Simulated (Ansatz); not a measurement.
# Si: the cost of one run

Method: DFT LDA, plane waves, PAW, scalar-relativistic, no spin polarisation, in Ansatz 0.2.0.

## Step 1: The structure to begin with

The cell holds 16 atoms (Si16): a = 7.805 Å, b = 7.805 Å, c = 7.805 Å, α = 60.00°, β = 60.00°, γ = 60.00°.

Structure file:

```
Si
1.0
     0.00000    5.51903    5.51903
     5.51903    0.00000    5.51903
     5.51903    5.51903    0.00000
Si
16
Cartesian
  0.0000 0.0000 0.0000
  1.3798 1.3798 1.3798
  2.7595 2.7595 0.0000
  4.1393 4.1393 1.3798
  2.7595 0.0000 2.7595
  4.1393 1.3798 4.1393
  5.5190 2.7595 2.7595
  6.8988 4.1393 4.1393
  0.0000 2.7595 2.7595
  1.3798 4.1393 4.1393
  2.7595 5.5190 2.7595
  4.1393 6.8988 4.1393
  2.7595 2.7595 5.5190
  4.1393 4.1393 6.8988
  5.5190 5.5190 5.5190
  6.8988 6.8988 6.8988
```

## Step 2: Run 1

70 steps of 1.5 fs under a Langevin thermostat at 4200 K.

The input, input.yaml:

```yaml
crystal:
  lattice:
    - [0.0, 5.519032, 5.519032]
    - [5.519032, 0.0, 5.519032]
    - [5.519032, 5.519032, 0.0]
  atoms:
    - { symbol: Si, position: [0.0, 0.0, 0.0] }
    - { symbol: Si, position: [0.125, 0.125, 0.125] }
    - { symbol: Si, position: [0.0, 0.0, 0.5] }
    - { symbol: Si, position: [0.125, 0.125, 0.625] }
    - { symbol: Si, position: [0.0, 0.5, 0.0] }
    - { symbol: Si, position: [0.125, 0.625, 0.125] }
    - { symbol: Si, position: [0.0, 0.5, 0.5] }
    - { symbol: Si, position: [0.125, 0.625, 0.625] }
    - { symbol: Si, position: [0.5, 0.0, 0.0] }
    - { symbol: Si, position: [0.625, 0.125, 0.125] }
    - { symbol: Si, position: [0.5, 0.0, 0.5] }
    - { symbol: Si, position: [0.625, 0.125, 0.625] }
    - { symbol: Si, position: [0.5, 0.5, 0.0] }
    - { symbol: Si, position: [0.625, 0.625, 0.125] }
    - { symbol: Si, position: [0.5, 0.5, 0.5] }
    - { symbol: Si, position: [0.625, 0.625, 0.625] }
basis:
  ecutwfc: 420.0
kpoints:
  mp_grid: { grid: [2, 2, 2] }
hamiltonian:
  xc: lda
scf:
  occupations: { method: fermi_dirac, width: 0.36 }
  lower_state_search: "off"
md:
  timestep: 1.5
  n_steps: 70
  ensemble: nvt_langevin
  temperature: 4200.0
  initial_velocities: maxwell_boltzmann
  seed: 625232
  friction: 0.005
```

On the command line:

```sh
> ansatz run input.yaml --threads 1 --pin off --max-ram 3072MiB --backend cpu --events-out ev --progress --plain --runs-dir out
```

What time and memory should one allow on 1 thread of Intel Xeon Platinum 8259CL at 2.50GHz (Skylake/Cascade Lake), shared host?

About 7 min, with a peak of 0.67 GiB.
